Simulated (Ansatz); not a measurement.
# Ga3Ni2: energy against volume

Aim, for Ga3Ni2: follow energy and moments against volume.

Method: DFT PBEsol, scalar-relativistic, plane waves, PAW, in Ansatz 0.2.0.

### 1 The system as given

The structure is trigonal, space group P-3m1 (No. 164). Conventional cell: a = 4.050 Å, b = 4.050 Å, c = 4.890 Å, α = 90.00°, β = 90.00°, γ = 120.00°. Ga (site symmetry -3m) has 6 Ni at 2.43 Å as nearest neighbours. Ga (site symmetry 3m) has 5 Ni at 2.38 to 2.61 Å and 3 Ga at 2.64 Å as nearest neighbours. Ni (site symmetry 3m) is surrounded by 8 Ga at 2.38 to 2.61 Å and 3 Ni at 2.70 Å.

Coordinates:

```
Ga Ni
1.0
     4.05000    0.00000    0.00000
    -2.02500    3.50740    0.00000
     0.00000    0.00000    4.89000
Ga Ni
3 2
Direct
  0.00000 0.00000 0.00000
  0.33333 0.66667 0.62500
  0.66667 0.33333 0.37500
  0.33333 0.66667 0.13800
  0.66667 0.33333 0.86200
```

The structure comes from the Crystallography Open Database; it is used as listed.

### 2 The base run, which the others are set against

File input.yaml:

```yaml
crystal:
  lattice:
    - [4.0499987506, 0.0, 0.0]
    - [-2.0249993753, 3.5074018033, 0.0]
    - [0.0, 0.0, 4.89]
  atoms:
    - { symbol: Ga, position: [0.0, 0.0, 0.0] }
    - { symbol: Ga, position: [0.3333333333, 0.6666666667, 0.625] }
    - { symbol: Ga, position: [0.6666666667, 0.3333333333, 0.375] }
    - { symbol: Ni, position: [0.3333333333, 0.6666666667, 0.138] }
    - { symbol: Ni, position: [0.6666666667, 0.3333333333, 0.862] }
basis:
  ecutwfc: 420
kpoints:
  mp_grid: { grid: [12, 12, 8] }
hamiltonian:
  xc: pbesol
scf:
  occupations: { method: gaussian, width: 0.1 }
output:
  forces: true
  stress: true
  eigenvalues: true
  populations: true
```

Its results, from an earlier run: -4568.3477 eV/atom at zero smearing, pressure -3.67 GPa, largest force 0.818 eV/Å, no gap on the mesh, in 8 SCF cycles and 22 s.

### 3 V/V0 = 1.06, start: large parallel starting moments

File input.yaml:

```yaml
crystal:
  lattice:
    - [4.1294306569, 0.0, 0.0]
    - [-2.0647153284, 3.576191852, 0.0]
    - [0.0, 0.0, 4.9859067016]
  atoms:
    - { symbol: Ga, position: [0.0, 0.0, 0.0] }
    - { symbol: Ga, position: [0.3333333333, 0.6666666667, 0.625] }
    - { symbol: Ga, position: [0.6666666667, 0.3333333333, 0.375] }
    - { symbol: Ni, position: [0.3333333333, 0.6666666667, 0.138], spin: 3.5 }
    - { symbol: Ni, position: [0.6666666667, 0.3333333333, 0.862], spin: 3.5 }
basis:
  ecutwfc: 420
kpoints:
  mp_grid: { grid: [12, 12, 8] }
hamiltonian:
  xc: pbesol
scf:
  occupations: { method: gaussian, width: 0.1 }
  lower_state_search: "off"
output:
  forces: true
  stress: true
  eigenvalues: true
  populations: true
magnetization:
  spin_polarized: true
```

The run is started by

```sh
> ansatz run input.yaml --threads 1 --pin off --max-ram 2560MiB --backend cpu --events-out ev --progress --plain --runs-dir out
```

### 4 V/V0 = 1.12, start: large parallel starting moments

input.yaml, as its differences from that of step 3:

```diff
@@ -2,5 +2,5 @@
   lattice:
-    - [4.1294306569, 0.0, 0.0]
-    - [-2.0647153284, 3.576191852, 0.0]
-    - [0.0, 0.0, 4.9859067016]
+    - [4.205918925, 0.0, 0.0]
+    - [-2.1029594625, 3.6424326353, 0.0]
+    - [0.0, 0.0, 5.0782592316]
   atoms:
@@ -25,2 +25,6 @@
   populations: true
+  write_density: true
+  write_potential: true
+  elf: true
+  volumetric_format: npy
 magnetization:
```

### 5 V/V0 = 1.2, start: large parallel starting moments

input.yaml, as its differences from that of step 4:

```diff
@@ -2,5 +2,5 @@
   lattice:
-    - [4.205918925, 0.0, 0.0]
-    - [-2.1029594625, 3.6424326353, 0.0]
-    - [0.0, 0.0, 5.0782592316]
+    - [4.3037658775, 0.0, 0.0]
+    - [-2.1518829387, 3.7271705819, 0.0]
+    - [0.0, 0.0, 5.1964004033]
   atoms:
@@ -25,6 +25,2 @@
   populations: true
-  write_density: true
-  write_potential: true
-  elf: true
-  volumetric_format: npy
 magnetization:
```

### 6 V/V0 = 1.3, start: large parallel starting moments

input.yaml, as its differences from that of step 5:

```diff
@@ -2,5 +2,5 @@
   lattice:
-    - [4.3037658775, 0.0, 0.0]
-    - [-2.1518829387, 3.7271705819, 0.0]
-    - [0.0, 0.0, 5.1964004033]
+    - [4.4201398128, 0.0, 0.0]
+    - [-2.2100699064, 3.8279533662, 0.0]
+    - [0.0, 0.0, 5.3369111982]
   atoms:
@@ -25,2 +25,6 @@
   populations: true
+  write_density: true
+  write_potential: true
+  elf: true
+  volumetric_format: npy
 magnetization:
```

(Steps that only read results are left out.)

What results come out of these runs, taken together? Wanted: lowest point, start “large parallel starting moments”.

As calculated:

| quantity | value |
| --- | --- |
| lowest point, start “large parallel starting moments” | V/V0 = 1.06 |

In words: For the start “large parallel starting moments” the lowest point lies at V/V0 = 1.06, the smallest volume tried; all points are expanded cells, and the minimum lies below them. From this start no run keeps a moment; that shows where this start leads, and other orders were not tried at these volumes. The listed cell is far from this method's equilibrium (-3.7 GPa, forces up to 0.82 eV/Å), so its values are not those of the relaxed crystal.
